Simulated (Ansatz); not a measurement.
# C₂H₈FNSi: one species, many methods

One table from this session's results is given with a row withheld; the runs are named, their logs left out.

The runs use Ansatz 0.2.0, Gaussian basis; functionals in def2-TZVPP, the program's frozen cores in correlated methods.

The runs, in order: LDA (SPW92), PBE-D4, revPBE-D4, BLYP-D4, r2SCAN-D4, B97M-V, PBE0-D4, B3LYP-D4, r2SCANh-D4, r2SCAN0-D4, HSE06-D4, BHLYP-D4, CAM-B3LYP-D4, LC-ωPBE, ωB97X-V, ωB97M-V, B2PLYP, PBE-QIDH; CCSD(T)/def2-SVP; CCSD(T)/def2-TZVPP; MP2/def2-QZVPP; extrapolation to the limit; RPA on PBE.

### The relaxed structure

All runs share one geometry, relaxed beforehand with PBE0-D4 in a triple-zeta def2 set.

SMILES `FCNC[SiH3]`, 13 atoms, charge 0, spin multiplicity 1.

Atoms are counted from 1 here; the program's logs count them from 0.

Bond lengths: F1–C2 1.407 Å, C2–N3 1.400 Å, C2–H6 1.093 Å, C2–H7 1.092 Å, N3–C4 1.454 Å, N3–H8 1.011 Å, C4–Si5 1.884 Å, C4–H9 1.096 Å, C4–H10 1.099 Å, Si5–H11 1.487 Å, Si5–H12 1.490 Å, Si5–H13 1.485 Å. Angles: F1–C2–N3 113.5°, F1–C2–H6 105.9°, F1–C2–H7 106.3°, N3–C2–H6 110.1°, N3–C2–H7 110.2°, H6–C2–H7 110.7°, C2–N3–C4 116.5°, C2–N3–H8 111.8°, C4–N3–H8 112.4°, N3–C4–Si5 111.1°, N3–C4–H9 108.4°, N3–C4–H10 113.2°, Si5–C4–H9 107.6°, Si5–C4–H10 109.9°, H9–C4–H10 106.3°, C4–Si5–H11 109.7°, C4–Si5–H12 109.3°, C4–Si5–H13 110.8° and more.

The first run:

File in.yaml:

```yaml
crystal:
  periodic: [false, false, false]
  atoms:
    - {symbol: F, position_ang: [-1.366697, 1.836110, 1.434538]}
    - {symbol: C, position_ang: [-0.001841, 1.508031, 1.332299]}
    - {symbol: N, position_ang: [0.227878, 0.242348, 0.779325]}
    - {symbol: C, position_ang: [-0.217870, 0.040684, -0.590183]}
    - {symbol: Si, position_ang: [0.314097, -1.647062, -1.236246]}
    - {symbol: H, position_ang: [0.444783, 2.281038, 0.701725]}
    - {symbol: H, position_ang: [0.400888, 1.555376, 2.346083]}
    - {symbol: H, position_ang: [-0.077421, -0.498023, 1.396286]}
    - {symbol: H, position_ang: [0.254461, 0.801274, -1.222762]}
    - {symbol: H, position_ang: [-1.302840, 0.165287, -0.715464]}
    - {symbol: H, position_ang: [-0.287822, -1.884378, -2.574857]}
    - {symbol: H, position_ang: [-0.160938, -2.703547, -0.299824]}
    - {symbol: H, position_ang: [1.793722, -1.731936, -1.336121]}
basis:
  gaussian: {orbitals: def2-TZVPP}
hamiltonian: {xc: lda}
output: {orbitals: {seedname: orbitals}}
```

Started as:

```bash
$ ansatz run in.yaml --threads 4 --pin off --events-out ev --progress --plain --max-ram 10444MiB
```

Steps of the session up to this table: LDA; PBE-D4 (GGA); revPBE-D4 (GGA); BLYP-D4 (GGA); r2SCAN-D4 (meta-GGA); B97M-V (meta-GGA); PBE0-D4 (hybrid); B3LYP-D4 (hybrid); r2SCANh-D4 (hybrid); r2SCAN0-D4 (hybrid); HSE06-D4 (hybrid); BHLYP-D4 (hybrid); CAM-B3LYP-D4 (range-separated); LC-ωPBE (range-separated); ωB97X-V (range-separated); ωB97M-V (range-separated); B2PLYP (double hybrid); PBE-QIDH (double hybrid).

One table of the session follows, with a row left open; its other results are not shown here.

It belongs to the step «Orbital energies across the functionals». 

```
  functional  HOMO (eV)  LUMO (eV)  gap (eV)
 LDA (SPW92)      -6.06      -0.49      5.57
      PBE-D4      -5.92      -0.27      5.65
   revPBE-D4      -5.86      -0.17      5.70
     BLYP-D4      -5.82      -0.19      5.63
   r2SCAN-D4      -6.20       0.23      6.43
      B97M-V      -6.40      -0.15      6.25
     PBE0-D4      -7.34       0.55      7.89
    B3LYP-D4      -7.12       0.30      7.42
  r2SCANh-D4      -6.74       0.49      7.23
  r2SCAN0-D4      -7.55       0.87      8.42
    HSE06-D4      -6.94       0.18      7.11
    BHLYP-D4      -8.72       1.28     10.00
CAM-B3LYP-D4      -8.77       1.42     10.19
     LC-ωPBE     -10.12       2.62     12.74
     ωB97X-V      -9.79       2.45     12.24
     ωB97M-V          ?          ?         ?
```

Q: Estimate the row for ωB97M-V from the others.

**Answer.** HOMO (eV): -9.71; LUMO (eV): 2.07; gap (eV): 11.78. In the column «HOMO (eV)» it lies between ωB97X-V (-9.79) and CAM-B3LYP-D4 (-8.77).
